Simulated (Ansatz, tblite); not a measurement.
**(H2Ga-mu-Cl)2 (Ga₂H₄Cl₂): a ladder of methods and basis sets**

An exercise on one series of results from a longer session: the logs are not shown, and one member is left open.

Computed with Ansatz 0.2.0, Gaussian basis. Level: as each input shows.

Levels to be run: GFN1-xTB, GFN2-xTB, PBE-D4/def2-TZVP, r2SCAN-D4/def2-TZVP, revPBE-D4/def2-TZVP, r2SCAN0-D4/def2-TZVP, HF/def2-TZVP, LC-ωPBE/def2-TZVP, B97M-V/def2-TZVP, PBE-QIDH/def2-TZVP, CAM-B3LYP-D4/def2-TZVP, PBE-D4/def2-SVP, PBE0-D4/def2-SVP, HF/6-31G, B3LYP-D4/6-31G, PBE0-D4/def2-TZVPD, PBE-D4/def2-TZVPD, r2SCAN-D4/def2-TZVPD, CCSD(T)/def2-TZVP, RPA/def2-TZVP.

**The relaxed structure**

The singlet was relaxed beforehand with PBE-D4/def2-SVP.

8 atoms, charge 0, spin multiplicity 1.

Bond lengths: Ga1–H2 1.564 Å, Ga1–H3 1.564 Å, Ga1–Cl4 2.396 Å, Ga1–Cl8 2.396 Å, Cl4–Ga5 2.396 Å, Ga5–H6 1.564 Å, Ga5–H7 1.564 Å, Ga5–Cl8 2.396 Å. Angles: H2–Ga1–H3 134.2°, H2–Ga1–Cl4 106.0°, H2–Ga1–Cl8 106.0°, H3–Ga1–Cl4 106.0°, H3–Ga1–Cl8 106.0°, Cl4–Ga1–Cl8 90.0°, Ga1–Cl4–Ga5 90.0°, Cl4–Ga5–H6 106.0°, Cl4–Ga5–H7 106.0°, Cl4–Ga5–Cl8 90.0°, H6–Ga5–H7 134.2°, H6–Ga5–Cl8 106.0°, H7–Ga5–Cl8 106.0°, Ga1–Cl8–Ga5 90.0°.

As a file:

```mol
Cl2Ga2H4
  3D, bonds by distance, orders not assigned

  8  8  0  0  0  0  0  0  0  0999 V2000
   -0.8179   -0.5177    1.3898 Ga  0  0
   -1.2868   -2.0073    1.3013 H   0  0
   -0.9369    0.6002    2.4774 H   0  0
    1.4693   -0.5031    0.6773 Cl  0  0
    0.8179    0.5177   -1.3898 Ga  0  0
    0.9375   -0.5996   -2.4779 H   0  0
    1.2864    2.0074   -1.3004 H   0  0
   -1.4694    0.5022   -0.6777 Cl  0  0
  1  2  8  0
  1  3  8  0
  1  4  8  0
  1  8  8  0
  4  5  8  0
  5  6  8  0
  5  7  8  0
  5  8  8  0
M  END
```

PBE0-D4/def2-TZVP was run before; its log isn't repeated, and its numbers join the tables.

Set-up of the first run:

Tight binding, by tblite at 300 K electronic temperature and without a spin-polarisation term:

```python
tblite.interface.Calculator('GFN1-xTB', numbers, positions, charge=0, uhf=0).singlepoint()
```

Tight binding, by tblite at 300 K electronic temperature and without a spin-polarisation term:

```python
tblite.interface.Calculator('GFN2-xTB', numbers, positions, charge=0, uhf=0).singlepoint()
```

start.molden holds the orbitals of an earlier run on this state, given as this run's starting guess.

File in.yaml:

```yaml
crystal:
  periodic: [false, false, false]
  atoms:
    - {symbol: Ga, position_ang: [-0.817932, -0.517652, 1.389812]}
    - {symbol: H, position_ang: [-1.286757, -2.007257, 1.301319]}
    - {symbol: H, position_ang: [-0.936940, 0.600221, 2.477356]}
    - {symbol: Cl, position_ang: [1.469257, -0.503105, 0.677308]}
    - {symbol: Ga, position_ang: [0.817932, 0.517711, -1.389788]}
    - {symbol: H, position_ang: [0.937458, -0.599558, -2.477893]}
    - {symbol: H, position_ang: [1.286359, 2.007390, -1.300409]}
    - {symbol: Cl, position_ang: [-1.469378, 0.502239, -0.677705]}
basis:
  gaussian: {orbitals: def2-TZVP, initial_orbitals: start.molden}
hamiltonian: {xc: pbe, dispersion: d4}
scf: {omitted_lower_state_checks: [starts]}
output: {orbitals: {seedname: orbitals}}
```

Command:

```sh
$ ansatz run in.yaml --threads 4 --pin off --events-out ev --progress --plain --max-ram 3916MiB
```

Steps of the session up to this table: PBE-D4/def2-TZVP; r2SCAN-D4/def2-TZVP; revPBE-D4/def2-TZVP; r2SCAN0-D4/def2-TZVP; HF/def2-TZVP; LC-ωPBE/def2-TZVP; B97M-V/def2-TZVP; PBE-QIDH/def2-TZVP; CAM-B3LYP-D4/def2-TZVP; PBE-D4/def2-SVP; PBE0-D4/def2-SVP; HF/6-31G; B3LYP-D4/6-31G; PBE0-D4/def2-TZVPD; PBE-D4/def2-TZVPD; r2SCAN-D4/def2-TZVPD; CCSD(T)/def2-TZVP; RPA/def2-TZVP.

One table of the session follows, with a row left open; its other results are not shown here.

```
                 level  HOMO (eV)  gap (eV)
              HF/6-31G     -11.75     13.27
          HF/def2-TZVP     -11.57     13.49
       PBE-D4/def2-SVP      -7.09      5.38
      PBE-D4/def2-TZVP      -7.17      5.38
     PBE-D4/def2-TZVPD      -7.19      5.32
   revPBE-D4/def2-TZVP      -7.14      5.50
   r2SCAN-D4/def2-TZVP          ?         ?
  r2SCAN-D4/def2-TZVPD      -7.51      6.03
      B97M-V/def2-TZVP      -7.63      6.01
        B3LYP-D4/6-31G      -8.36      7.01
      PBE0-D4/def2-SVP      -8.42      7.48
     PBE0-D4/def2-TZVP      -8.46      7.46
    PBE0-D4/def2-TZVPD      -8.46      7.36
  r2SCAN0-D4/def2-TZVP      -8.68      7.89
CAM-B3LYP-D4/def2-TZVP      -9.81      9.72
     LC-ωPBE/def2-TZVP     -11.19     12.27
```

**Question.** Estimate the row for r2SCAN-D4/def2-TZVP.

**Answer.** HOMO (eV): -7.52; gap (eV): 6.07. In the column «HOMO (eV)» it lies between B97M-V/def2-TZVP (-7.63) and r2SCAN-D4/def2-TZVPD (-7.51).
